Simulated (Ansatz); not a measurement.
# CaHI: properties at the relaxed cell

One table from this session's results is given with a row withheld; the runs are named, their logs left out.

Computed with Ansatz 0.2.0 (DFT PBEsol, scalar-relativistic, plane waves, PAW, unless a step's input says otherwise).

2 further runs of the same task are left out: 2 set aside as unsound or not needed.

## The system as given

Symmetry: P4/nmm, No. 129, tetragonal system. Conventional cell: a = 3.970 Å, b = 3.970 Å, c = 8.779 Å, α = 90.00°, β = 90.00°, γ = 90.00°. Around Ca (site symmetry 4mm) lie 4 H at 2.32 Å and 4 I at 3.21 Å. H (site symmetry -4m2) is surrounded by 4 Ca at 2.32 Å. I (site symmetry 4mm) is surrounded by 4 Ca at 3.21 Å.

Structure file:

```xyz
6
Lattice="3.9703 0.0000 0.0000 0.0000 3.9703 0.0000 0.0000 0.0000 8.7787" Properties=species:S:1:pos:R:3 pbc="T T T"
Ca    0.0000    1.9851    1.1928
Ca    1.9851    0.0000    7.5859
H     0.0000    0.0000    0.0000
H     1.9851    1.9851    0.0000
I     0.0000    1.9851    6.0341
I     1.9851    0.0000    2.7446
```

This cell was relaxed beforehand with the same method: volume 23.06 Å³/atom, gap on the mesh 3.08 eV.

Set-up of the first run:

The input, input.yaml:

```yaml
crystal:
  lattice:
    - [3.970283188, 0.0, 0.0]
    - [0.0, 3.970283188, 0.0]
    - [0.0, 0.0, 8.7786573898]
  atoms:
    - { symbol: Ca, position: [0.0, 0.5, 0.1358717192] }
    - { symbol: Ca, position: [0.5, 0.0, 0.8641282808] }
    - { symbol: H, position: [0.0, 0.0, 0.0] }
    - { symbol: H, position: [0.5, 0.5, 0.0] }
    - { symbol: I, position: [0.0, 0.5, 0.687360572] }
    - { symbol: I, position: [0.5, 0.0, 0.312639428] }
basis:
  ecutwfc: 420
kpoints:
  mp_grid: { grid: [6, 6, 4] }
  band_path:
    path:
      - [[0.0, 0.0, 0.0], [0.0, 0.5, 0.0], [0.5, 0.5, 0.0], [0.0, 0.0, 0.0], [0.0, 0.0, 0.5], [0.0, 0.5, 0.5], [0.5, 0.5, 0.5], [0.0, 0.0, 0.5]]
      - [[0.0, 0.5, 0.0], [0.0, 0.5, 0.5]]
      - [[0.5, 0.5, 0.0], [0.5, 0.5, 0.5]]
    npoints: 14
hamiltonian:
  xc: pbesol
scf:
  occupations: { method: gaussian, width: 0.02 }
  n_extra_bands: 15
output:
  forces: true
  stress: true
  eigenvalues: true
  populations: true
  dos: { projected: true, de: 0.02, nscf_kmesh: { grid: [9, 9, 6] } }
  bader: true
  write_density: true
  write_potential: true
  elf: true
  volumetric_format: npy
```

Command:

```
$ ansatz run input.yaml --threads 1 --pin off --max-ram 2560MiB --backend cpu --events-out ev --progress --plain --runs-dir out
```

Steps of the session up to this table: Bands, states and charges; Seeking the band edges over the whole zone; Eigenvalues a small step from each edge; Point at V/V0 = 0.97; Point at V/V0 = 1.03; The cell scaled to 0.94 of its volume; Volume × 1.06.

One table of the session follows, with a row left open; its other results are not shown here.

It belongs to the step «Fit of the equation of state». 

```
volume (Å³/atom)  energy above the lowest point (meV/atom)  pressure (GPa)  gap on the mesh (eV)
          21.679                                       4.4            1.18                  2.79
          22.371                                         ?               ?                     ?
          23.063                                       0.0           -0.01                  3.08
          23.755                                       0.7           -0.31                  3.24
          24.447                                       2.2           -0.38                  3.41
```

Q: Estimate the row for volume (Å³/atom) = 22.371 from the others.

Worked estimate for «energy above the lowest point (meV/atom)». A straight line through the neighbours (21.679, 4.4) and (23.063, 0.0) gives 4.4 + (0.0 − 4.4) × (22.371 − 21.679) / (23.063 − 21.679) = 2.2; a parabola fitted to 3 rows on both sides gives 1.2.

As computed: energy above the lowest point (meV/atom): 0.9; pressure (GPa): 0.51; gap on the mesh (eV): 2.94. In «energy above the lowest point (meV/atom)» the line misses by +1.3 and the parabola by +0.3.
